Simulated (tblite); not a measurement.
# C4H9ClO3Si: the cost of one run

Programs: tblite 0.8.0 and PySCF 2.14.0, with density-fitted response routines of our own. Each step states its level of theory. These are calculated values for one molecule in the gas phase, unless marked as measured. Atoms count from 0, in the outputs and in this text.

### 1 Starting geometry

18 atoms, charge 0, multiplicity 1; geometry from: force field or distance geometry start.

Bonds of the start (Å): C0–O1 1.41, O1–C2 1.42, C2–C3 1.52, C3–O4 1.39, O4–Si5 1.72, Si5–C6 1.83, C6–Cl7 1.79, Si5–O8 1.75, O8–C2 1.42, C0–H9 1.11, C0–H10 1.12, C0–H11 1.11, C2–H12 1.07, C3–H13 1.13, C3–H14 1.09, Si5–H15 1.47, C6–H16 1.10, C6–H17 1.11.

### 2 Geometry optimisation with GFN2-xTB

Job settings and geometry (Å):

```
{"job": {"kind": "relax", "xc": "GFN2-xTB", "basis": "xTB"}, "charge": 0, "multiplicity": 1}
C      2.508400     1.075100     0.283400
O      1.161800     0.833400    -0.049900
C      1.001600    -0.566700     0.124900
C      0.297800    -1.151900    -1.093800
O     -0.722200    -0.274800    -1.432300
Si    -1.210700     0.284100     0.122000
C     -2.961400    -0.101400     0.508400
Cl    -3.951200     1.052800    -0.439600
O     -0.065000    -0.652500     1.053600
H      3.118000     0.477300    -0.427300
H      2.710100     2.168200     0.174400
H      2.678000     0.750400     1.334100
H      1.884800    -1.078800     0.452900
H     -0.143800    -2.143800    -0.779900
H      0.955600    -1.296800    -1.954200
H     -0.866400     1.712400     0.238600
H     -3.261400    -1.132400     0.276600
H     -3.142800     0.052000     1.596400
```

On the command line:

```
$ OMP_NUM_THREADS=1 python probes_run.py task.json out
```

This one command runs all jobs of the session in turn.

Q: Estimate the wall time of this first job on 1 thread of Intel Xeon at 2.70GHz, shared host.

About 1.9 s.
